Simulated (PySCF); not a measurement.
# In(H2O)Cl3: geometry, NMR shifts and electronic excitations

What NMR shifts and electronic excitations should In(H2O)Cl3 (`[OH2]->[In]([Cl])([Cl])[Cl]`) show?

Programs: PySCF 2.14.0, with density-fitted response routines of our own. Each step states its level of theory. These are calculated values for one molecule in the gas phase, unless marked as measured. Atoms are numbered from 0 throughout.

**1. The starting structure**

7 atoms, charge 0, multiplicity 1; geometry from: GFN2-xTB.

Bonds of the start (Å): In0–O1 2.48, In0–Cl4 2.30, In0–Cl5 2.31, In0–Cl6 2.30, O1–H2 0.96, O1–H3 0.96.

**2. Geometry optimisation at PBE0-D3(BJ)/def2-SVP**

What the job is given:

```
{"job": {"xc": "PBE0", "basis": "def2-SVP", "d3": "d3bj", "grid": 1, "maxiter": 40, "kind": "geom"}, "charge": 0, "multiplicity": 1}
In     0.087780    -0.125510    -1.102030
O      0.090720    -0.086500     1.381700
H     -0.784390    -0.250210     1.750890
H      0.415280     0.749310     1.734760
Cl     2.371930    -0.077440    -1.341930
Cl    -1.072390     1.875890    -1.187620
Cl    -1.108920    -2.085550    -1.235790
```

Standard output:

```text
step   0  E = -1646.31288230  max force = 0.015485
step   1  E = -1646.31566076  max force = 0.008134
step   2  E = -1646.31638625  max force = 0.002578
step   3  E = -1646.31645734  max force = 0.001315
step   4  E = -1646.31635381  max force = 0.002060
step   5  E = -1646.31643060  max force = 0.001476
step   6  E = -1646.31664613  max force = 0.000784
step   7  E = -1646.31673640  max force = 0.001451
step   8  E = -1646.31683150  max force = 0.001783
step   9  E = -1646.31697097  max force = 0.002320
step  10  E = -1646.31724484  max force = 0.001778
step  11  E = -1646.31756308  max force = 0.002575
step  12  E = -1646.31800049  max force = 0.002921
step  13  E = -1646.31821743  max force = 0.002406
step  14  E = -1646.31831466  max force = 0.002793
step  15  E = -1646.31859137  max force = 0.001573
step  16  E = -1646.31867058  max force = 0.001595
step  17  E = -1646.31871113  max force = 0.001504
step  18  E = -1646.31872710  max force = 0.000846
step  19  E = -1646.31876116  max force = 0.000559
step  20  E = -1646.31878530  max force = 0.000593
step  21  E = -1646.31880186  max force = 0.000485
step  22  E = -1646.31880667  max force = 0.000295
optimisation converged
```

Wall time 2.5 min (1 thread, shared host).

The steps of the relaxation: (the energy doesn't fall at every step)

```
step  energy from step 0 (eV)  largest force component (eV/Å)
   0                   0.0000                          0.7963
   1                  -0.0756                          0.4183
   2                  -0.0953                          0.1326
   3                  -0.0973                          0.0676
   4                  -0.0945                          0.1059
   5                  -0.0966                          0.0759
   6                  -0.1024                          0.0403
   7                  -0.1049                          0.0746
   8                  -0.1075                          0.0917
   9                  -0.1113                          0.1193
  10                  -0.1187                          0.0914
  11                  -0.1274                          0.1324
  12                  -0.1393                          0.1502
  13                  -0.1452                          0.1237
  14                  -0.1478                          0.1436
  15                  -0.1554                          0.0809
  16                  -0.1575                          0.0820
  17                  -0.1586                          0.0773
  18                  -0.1590                          0.0435
  19                  -0.1600                          0.0287
  20                  -0.1606                          0.0305
  21                  -0.1611                          0.0249
  22                  -0.1612                          0.0152
```

Close pairs (by a distance rule), those that changed most:

```csv
bond,before (Å),after (Å),change (Å)
In0–O1,2.484,2.298,-0.186
In0–Cl6,2.300,2.347,+0.047
In0–Cl5,2.315,2.346,+0.031
In0–Cl4,2.297,2.326,+0.028
O1–H2,0.964,0.971,+0.007
O1–H3,0.964,0.970,+0.007
```

The final coordinates are the input of the step that follows.

```csv
at the end point,value
point group (found at 0.08 Å tolerance),Cs
"rotational constants (GHz, main isotopes)","1.365, 1.282, 0.873"
dipole moment (D),3.80
```

**3. Nuclear shieldings: PBE0/def2-TZVP+pcSseg-1**

What the job is given:

```
{"job": {"kind": "nmr", "xc": "PBE0", "basis": {"default": "pcSseg-1", "In": "def2-TZVP"}}, "charge": 0, "multiplicity": 1}
In     0.538514     0.011025    -0.822617
O     -0.315957    -0.007428     1.310948
H     -0.883133    -0.794786     1.339305
H     -0.914139     0.755917     1.346868
Cl     2.862098     0.022936    -0.725784
Cl    -0.652903     1.993154    -1.218921
Cl    -0.634470    -1.980827    -1.229818
```

Level: GIAO PBE0/pcSseg-1 In:def2-TZVP NMR shielding, scalar relativity only through core potentials, gas phase.

Standard output:

```text
coarse grid: 37160 points
cycle   1  E = -1645.8130369964  dE = -3.163e+01  |g| = 2.129e+00  |ddm| = 4.555e+01
cycle   2  E = -1645.1016158740  dE =  7.114e-01  |g| = 3.139e+00  |ddm| = 7.666e+00
cycle   3  E = -1646.7494397346  dE = -1.648e+00  |g| = 1.397e-01  |ddm| = 3.089e+00
cycle   4  E = -1646.7528448485  dE = -3.405e-03  |g| = 7.966e-02  |ddm| = 2.391e-01
cycle   5  E = -1646.7540020793  dE = -1.157e-03  |g| = 1.971e-02  |ddm| = 7.533e-02
cycle   6  E = -1646.7540627056  dE = -6.063e-05  |g| = 4.758e-03  |ddm| = 1.335e-02
cycle   7  E = -1646.7540666145  dE = -3.909e-06  |g| = 6.891e-04  |ddm| = 4.676e-03
final grid: 71240 points
cycle   8  E = -1646.7540196365  dE = -9.297e-08  |g| = 7.426e-04  |ddm| = 2.214e-03
cycle   9  E = -1646.7540195552  dE =  8.134e-08  |g| = 9.520e-04  |ddm| = 2.423e-03
cycle  10  E = -1646.7540197606  dE = -2.055e-07  |g| = 5.423e-05  |ddm| = 1.384e-03
cycle  11  E = -1646.7540197612  dE = -5.202e-10  |g| = 7.862e-06  |ddm| = 5.934e-05
converged SCF energy = -1646.7540197612

GIAO shielding tensors (ppm)
atom      isotropic    diamagn.    paramagn.     s11        s22        s33       span
  0 In         nan         nan         nan        nan        nan        nan        nan
  1 O      266.837     385.888    -119.051    214.297    286.468    299.746     85.449
  2 H       28.392      29.722      -1.330     19.418     26.257     39.501     20.083
  3 H       28.387      29.724      -1.337     19.464     26.161     39.536     20.072
  4 Cl     949.485    1147.602    -198.117    846.920    912.996   1088.538    241.618
  5 Cl     938.429    1148.422    -209.994    818.303    917.920   1079.063    260.760
  6 Cl     937.818    1148.436    -210.618    816.328    918.438   1078.688    262.360
```

Run time: 18 s. Hardware: 1 thread, shared host.

The references, computed at this level on geometries of the same kind, shield at (ppm): ¹H TMS 31.27, ¹⁷O H2O 334.6, ³⁵Cl HCl 943. Their shielding less the atom's gives the shift. The references are single molecules in the gas phase, so shifts against H2O, NH3, PH3, H3PO4 or CFCl3 are not on the usual liquid scales and can be off by tens of ppm. Atoms listed in one row are averaged.

```csv
atoms,environment,σ (ppm),δ (ppm)
"H2, H3",hydrogen on an oxygen bonded to In,28.39,2.88
O1,"oxygen bonded to In, 2 H",266.8,67.7
"Cl4, Cl5, Cl6",chlorine bonded to In,942,1
```

Atoms past Kr carry core potentials, so their printed shieldings have no meaning and are left out of the table.

The run also stored atomic charges by several schemes (e):

```
        atoms  Mulliken  ESP fit
          In0      0.84     0.69
           O1     -0.39    -0.57
Cl4, Cl5, Cl6     -0.34    -0.29
```

Mayer bond orders: In0–O1 0.32, In0–Cl4 1.00, In0–Cl5 0.95, In0–Cl6 0.95.

With diffuse functions Mulliken charges and Mayer bond orders lose their meaning; the other schemes are steadier.

**4. Excited states and response: wB97X-D/def2-SVPD**

Settings changed since step 3:

```diff
@@ -1,2 +1,2 @@
-{"job": {"kind": "nmr", "xc": "PBE0", "basis": {"default": "pcSseg-1", "In": "def2-TZVP"}}, "charge": 0, "multiplicity": 1}
+{"job": {"kind": "uv", "xc": "wB97X-D", "basis": "def2-SVPD", "ip": true, "nstates": 10}, "charge": 0, "multiplicity": 1}
 In     0.538514     0.011025    -0.822617
```

With the program's defaults for keys left out, this is: TDDFT wB97X-D/def2-SVPD, vertical, gas phase, core orbitals frozen in the response.

Standard output:

```text
coarse grid: 37160 points
cycle   1  E = -1646.1496055232  dE = -2.093e+01  |g| = 1.875e+00  |ddm| = 1.383e+01
cycle   2  E = -1646.4149519148  dE = -2.653e-01  |g| = 1.590e+00  |ddm| = 6.861e+00
cycle   3  E = -1646.9000703291  dE = -4.851e-01  |g| = 1.281e-01  |ddm| = 2.227e+00
cycle   4  E = -1646.9027172790  dE = -2.647e-03  |g| = 8.050e-02  |ddm| = 2.186e-01
cycle   5  E = -1646.9039124962  dE = -1.195e-03  |g| = 1.595e-02  |ddm| = 7.271e-02
cycle   6  E = -1646.9039705512  dE = -5.805e-05  |g| = 3.217e-03  |ddm| = 1.994e-02
cycle   7  E = -1646.9039756139  dE = -5.063e-06  |g| = 5.331e-04  |ddm| = 9.757e-03
final grid: 71240 points
cycle   8  E = -1646.9052618991  dE = -9.479e-06  |g| = 2.191e-03  |ddm| = 1.186e-02
cycle   9  E = -1646.9052622938  dE = -3.948e-07  |g| = 1.676e-03  |ddm| = 5.527e-03
cycle  10  E = -1646.9052629189  dE = -6.250e-07  |g| = 1.164e-04  |ddm| = 2.637e-03
cycle  11  E = -1646.9052629230  dE = -4.153e-09  |g| = 2.159e-05  |ddm| = 1.689e-04
cycle  12  E = -1646.9052629233  dE = -2.537e-10  |g| = 5.500e-06  |ddm| = 1.068e-04
converged SCF energy = -1646.9052629233

Static polarisability (au): isotropic 83.015, principal 68.766 88.740 91.537

Singlet excitations
state   eV       nm        f      main configurations
  1   5.5786    222.2   0.00360   H->L 0.90
  2   5.6913    217.8   0.00240   H-3->L 0.65, H-2->L 0.30
  3   5.7753    214.7   0.07397   H-1->L 0.85
  4   5.8398    212.3   0.00053   H-4->L 0.94
  5   5.8819    210.8   0.08180   H-2->L 0.62, H-3->L 0.29
  6   6.1060    203.1   0.05403   H-5->L 0.94
  7   7.3461    168.8   0.19429   H-6->L 0.75
  8   7.3615    168.4   0.16996   H-7->L 0.76, H-4->L+1 0.11
  9   7.7112    160.8   0.00064   H->L+1 0.73, H->L+2 0.16
 10   7.7929    159.1   0.00026   H-1->L+1 0.63, H-1->L+2 0.23

Triplet excitations (Tamm-Dancoff, eV): 5.2133 5.3303 5.3339 5.4106
Vertical ionisation energy (delta-SCF) = 11.4523 eV
Vertical electron affinity (delta-SCF) = 0.7510 eV
```

Wall time 2 min (1 thread, shared host).

Frontier orbitals and where they lie:

```
orbital      eV                         atoms
 HOMO−3  -11.20  Cl4 45 %, Cl5 24 %, Cl6 24 %
 HOMO−2  -11.16  Cl4 33 %, Cl6 30 %, Cl5 30 %
 HOMO−1  -11.11  Cl4 48 %, Cl5 23 %, Cl6 22 %
   HOMO  -11.03  Cl5 34 %, Cl6 33 %, Cl4 33 %
   LUMO   -0.88  In0 39 %, Cl4 20 %, Cl6 17 %
 LUMO+1    0.79   In0 37 %, O1 20 %, Cl6 11 %
 LUMO+2    1.50  In0 56 %, Cl4 12 %, Cl6 10 %
```

With each of the 10 states as a Gaussian band of 0.4 eV half-width at 1/e, the curve within the window shown has maxima at 210 nm (ε 7,900), 168 nm (ε 15,000) L/(mol cm). Beyond the last state computed it falls off for lack of states. The curve at chosen wavelengths:

| nm | ε (L/mol/cm) |
| --- | --- |
| 153 | 500 |
| 157 | 2520 |
| 161 | 7259 |
| 164 | 11586 |
| 168 | 14730 |
| 172 | 12737 |
| 176 | 7891 |
| 180 | 3706 |
| 183 | 1904 |
| 187 | 1081 |
| 191 | 1502 |
| 195 | 2752 |
| 199 | 4490 |
| 202 | 5839 |
| 206 | 7267 |
| 210 | 7874 |
| 214 | 7514 |
| 218 | 6381 |
| 221 | 5259 |
| 225 | 3726 |
| 229 | 2411 |
| 233 | 1437 |
| 237 | 796 |
| 240 | 490 |
| 244 | 243 |
| 248 | 115 |

Ground-state properties from the same run:

```
           property  computed
  dipole moment (D)      3.63
polarisability (Å³)     12.30
 HOMO–LUMO gap (eV)     10.14
      −ε(HOMO) (eV)     11.03
```

**5. Nuclear shieldings: wB97X-D/def2-TZVP+pcSseg-1**

Settings changed since step 4:

```diff
@@ -1,2 +1,2 @@
-{"job": {"kind": "uv", "xc": "wB97X-D", "basis": "def2-SVPD", "ip": true, "nstates": 10}, "charge": 0, "multiplicity": 1}
+{"job": {"kind": "nmr", "xc": "wB97X-D", "basis": {"default": "pcSseg-1", "In": "def2-TZVP"}, "pop": false}, "charge": 0, "multiplicity": 1}
 In     0.538514     0.011025    -0.822617
```

With the program's defaults for keys left out, this is: GIAO wB97X-D/pcSseg-1 In:def2-TZVP NMR shielding, scalar relativity only through core potentials, gas phase.

Standard output:

```text
coarse grid: 37160 points
cycle   1  E = -1646.6825464631  dE = -3.212e+01  |g| = 1.825e+00  |ddm| = 4.570e+01
cycle   2  E = -1646.8090682454  dE = -1.265e-01  |g| = 1.826e+00  |ddm| = 5.923e+00
cycle   3  E = -1647.3170517107  dE = -5.080e-01  |g| = 9.094e-02  |ddm| = 2.002e+00
cycle   4  E = -1647.3182209117  dE = -1.169e-03  |g| = 6.079e-02  |ddm| = 1.744e-01
cycle   5  E = -1647.3188167564  dE = -5.958e-04  |g| = 1.210e-02  |ddm| = 4.795e-02
cycle   6  E = -1647.3188453317  dE = -2.858e-05  |g| = 4.231e-03  |ddm| = 1.138e-02
cycle   7  E = -1647.3188505589  dE = -5.227e-06  |g| = 6.782e-04  |ddm| = 9.855e-03
final grid: 71240 points
cycle   8  E = -1647.3208475554  dE = -1.218e-05  |g| = 2.592e-03  |ddm| = 2.514e-02
cycle   9  E = -1647.3208477921  dE = -2.367e-07  |g| = 2.259e-03  |ddm| = 5.554e-03
cycle  10  E = -1647.3208486472  dE = -8.551e-07  |g| = 1.057e-04  |ddm| = 3.138e-03
cycle  11  E = -1647.3208486498  dE = -2.513e-09  |g| = 4.599e-05  |ddm| = 1.536e-04
cycle  12  E = -1647.3208486502  dE = -4.429e-10  |g| = 1.539e-05  |ddm| = 4.996e-05
converged SCF energy = -1647.3208486502

GIAO shielding tensors (ppm)
atom      isotropic    diamagn.    paramagn.     s11        s22        s33       span
  0 In         nan         nan         nan        nan        nan        nan        nan
  1 O      268.503     386.537    -118.034    216.486    289.802    299.221     82.736
  2 H       28.410      29.850      -1.440     19.417     26.291     39.523     20.106
  3 H       28.405      29.849      -1.444     19.462     26.195     39.558     20.097
  4 Cl     967.751    1147.798    -180.047    872.219    939.961   1091.074    218.855
  5 Cl     955.806    1148.691    -192.885    842.620    942.755   1082.042    239.422
  6 Cl     955.175    1148.705    -193.531    840.633    943.250   1081.640    241.007
```

Run time: 21 s. Hardware: 1 thread, shared host.

This run: δ O1 64.7, Cl4 -20, H2 2.97 ppm (means over like atoms).

**6. Side by side: NMR shifts**

Shifts (ppm), means over like atoms, with basis size and wall time:

| run | H2 | O1 | Cl4 | functions | time |
| --- | --- | --- | --- | --- | --- |
| PBE0/def2-TZVP+pcSseg-1 | 2.88 | 67.7 | 1 | 149 | 18 s |
| wB97X-D/def2-TZVP+pcSseg-1 | 2.97 | 64.7 | -20 | 149 | 21 s |

**7. Outcome**

| quantity | value |
| --- | --- |
| point group | Cs |
| rotational constants (main isotopes) | 1.37, 1.28, 0.87 GHz |
| ¹H shifts against TMS (PBE0/def2-TZVP+pcSseg-1, means over atoms taken as alike) | 2.88 ppm |
| ¹⁷O shifts against H2O (PBE0/def2-TZVP+pcSseg-1) | 67.7 ppm |
| ³⁵Cl shifts against HCl (PBE0/def2-TZVP+pcSseg-1, means over atoms taken as alike) | 1 ppm |
| lowest singlet (wB97X-D/def2-SVPD) | 5.58 eV (222 nm), f = 0.004 |
| brightest single state of those computed | state 7, 7.35 eV, f = 0.194 |
| lowest triplet | 5.21 eV |
| vertical ionisation energy (ΔSCF) | 11.45 eV |
| vertical electron affinity (ΔSCF) | 0.75 eV |
| range of the shift of Cl4 | -20 to 1 ppm |

In words: The optimisation took 22 steps and gained 0.161 eV; among the close pairs (by a distance rule), In0–O1 changed most, from 2.484 to 2.298 Å. At PBE0/def2-TZVP+pcSseg-1: The largest span, 255 ppm, is at Cl4, Cl5, Cl6, where the paramagnetic term is -206 ppm. The first singlet state (HOMO→LUMO 0.90) lies at 5.58 eV and is weak; of the 10 states computed, the strongest absorption comes from states 7 to 8 together at 7.35 eV. The lowest triplet lies 0.37 eV below the lowest singlet (triplets in Tamm-Dancoff, singlets in full TDDFT). Spin-orbit coupling, left out, mixes singlets and triplets in elements this heavy. The orbital energy would give 11.03 eV for ionisation, ΔSCF gives 11.45 eV. In ppm, Cl4 (with its like atoms) moves most: its shift spreads over 22 ppm, from -20 (wB97X-D/def2-TZVP+pcSseg-1) to 1 (PBE0/def2-TZVP+pcSseg-1). Spin-orbit coupling is left out, which matters for shieldings and couplings at and beside the heavy atoms.
